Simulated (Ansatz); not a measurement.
# C₂H₈AlBO₃: up Jacob's ladder to CCSD(T)

One table from this session's results is given with a row withheld; the runs are named, their logs left out.

Program: Ansatz 0.2.0, Gaussian basis. Level of theory: functionals in def2-TZVPP, the program's frozen cores in correlated methods. These are calculated values, not measurements.

Levels to be run: PBE-D4, r2SCAN-D4, PBE0-D4, B3LYP-D4, ωB97X-V, ωB97M-V, B2PLYP; CCSD(T)/def2-TZVPP; MP2/def2-QZVPP; extrapolation to the limit.

## The relaxed structure

An earlier PBE0-D4 in a triple-zeta def2 set relaxation fixed the geometry.

SMILES `[CH3][Al]([CH3])[O]B(O)O`, 15 atoms, charge 0, spin multiplicity 1.

Atoms are counted from 1 here; the program's logs count them from 0.

Bond lengths: C1–Al2 1.945 Å, C1–H8 1.093 Å, C1–H9 1.094 Å, C1–H10 1.096 Å, Al2–C3 1.945 Å, Al2–O4 1.712 Å, C3–H11 1.096 Å, C3–H12 1.094 Å, C3–H13 1.093 Å, O4–B5 1.351 Å, B5–O6 1.374 Å, B5–O7 1.374 Å, O6–H14 0.959 Å, O7–H15 0.960 Å. Angles: Al2–C1–H8 112.8°, Al2–C1–H9 110.6°, Al2–C1–H10 110.7°, H8–C1–H9 108.5°, H8–C1–H10 107.2°, H9–C1–H10 106.9°, C1–Al2–C3 126.1°, C1–Al2–O4 118.1°, C3–Al2–O4 115.7°, Al2–C3–H11 110.3°, Al2–C3–H12 111.6°, Al2–C3–H13 112.6°, H11–C3–H12 106.6°, H11–C3–H13 107.1°, H12–C3–H13 108.4°, Al2–O4–B5 137.8°, O4–B5–O6 122.3°, O4–B5–O7 119.8° and more.

Geometry (Å):

```mol
C2H8AlBO3
  3D, bonds by distance, orders not assigned

 15 14  0  0  0  0  0  0  0  0999 V2000
   -0.3034    2.1050   -0.2511 C   0  0
   -0.7419    0.2222   -0.0421 Al  0  0
   -2.4905   -0.5045    0.4016 C   0  0
    0.4870   -0.9306   -0.3429 O   0  0
    1.8046   -1.0779   -0.0848 B   0  0
    2.5833   -1.9977   -0.7446 O   0  0
    2.4027   -0.2987    0.8754 O   0  0
   -1.0310    2.7647    0.2287 H   0  0
    0.6852    2.3182    0.1651 H   0  0
   -0.2679    2.3796   -1.3113 H   0  0
   -2.5430   -0.7451    1.4695 H   0  0
   -2.6890   -1.4342   -0.1389 H   0  0
   -3.3022    0.1967    0.1907 H   0  0
    2.0706   -2.4950   -1.3847 H   0  0
    3.3357   -0.5025    0.9695 H   0  0
  1  2  8  0
  2  3  8  0
  2  4  8  0
  4  5  8  0
  5  6  8  0
  5  7  8  0
  1  8  8  0
  1  9  8  0
  1 10  8  0
  3 11  8  0
  3 12  8  0
  3 13  8  0
  6 14  8  0
  7 15  8  0
M  END
```

Set-up of the first run:

The input, in.yaml:

```yaml
crystal:
  periodic: [false, false, false]
  atoms:
    - {symbol: C, position_ang: [-0.303405, 2.105020, -0.251110]}
    - {symbol: Al, position_ang: [-0.741938, 0.222166, -0.042079]}
    - {symbol: C, position_ang: [-2.490503, -0.504522, 0.401599]}
    - {symbol: O, position_ang: [0.486983, -0.930617, -0.342945]}
    - {symbol: B, position_ang: [1.804571, -1.077936, -0.084776]}
    - {symbol: O, position_ang: [2.583264, -1.997721, -0.744621]}
    - {symbol: O, position_ang: [2.402684, -0.298662, 0.875359]}
    - {symbol: H, position_ang: [-1.030953, 2.764664, 0.228662]}
    - {symbol: H, position_ang: [0.685169, 2.318205, 0.165055]}
    - {symbol: H, position_ang: [-0.267946, 2.379582, -1.311299]}
    - {symbol: H, position_ang: [-2.543035, -0.745117, 1.469547]}
    - {symbol: H, position_ang: [-2.689043, -1.434211, -0.138854]}
    - {symbol: H, position_ang: [-3.302177, 0.196655, 0.190667]}
    - {symbol: H, position_ang: [2.070630, -2.495039, -1.384743]}
    - {symbol: H, position_ang: [3.335698, -0.502487, 0.969548]}
basis:
  gaussian: {orbitals: def2-TZVPP}
hamiltonian: {xc: pbe, dispersion: d4}
output: {forces: true, orbitals: {seedname: orbitals}}
```

On the command line:

```sh
$ ansatz run in.yaml --threads 2 --pin off --events-out ev --progress --plain --max-ram 22528MiB --backend cuda --devices 0, --max-vram 18GiB
```

Steps of the session up to this table: PBE-D4 (GGA); r2SCAN-D4 (meta-GGA); PBE0-D4 (hybrid); B3LYP-D4 (hybrid); ωB97X-V (range-separated); ωB97M-V (range-separated); B2PLYP (double hybrid); CCSD(T) in def2-TZVPP; MP2 in def2-QZVPP.

One table of the session follows, with a row left open; its other results are not shown here.

```
            method  atomisation energy (kcal/mol)
            PBE-D4                         1502.2
         r2SCAN-D4                         1487.5
           PBE0-D4                         1475.9
          B3LYP-D4                         1476.7
           ωB97X-V                         1479.3
           ωB97M-V                         1485.4
            B2PLYP                              ?
     HF/def2-TZVPP                         1102.7
    MP2/def2-TZVPP                         1479.2
   CCSD/def2-TZVPP                         1425.0
CCSD(T)/def2-TZVPP                         1445.0
           MP2/CBS                         1515.9
       CCSD(T)/CBS                         1481.6
```

Q: Estimate the row for B2PLYP from the others.

The run gave: atomisation energy (kcal/mol): 1466.7. In the column «atomisation energy (kcal/mol)» it lies between CCSD(T)/def2-TZVPP (1445.0) and PBE0-D4 (1475.9).
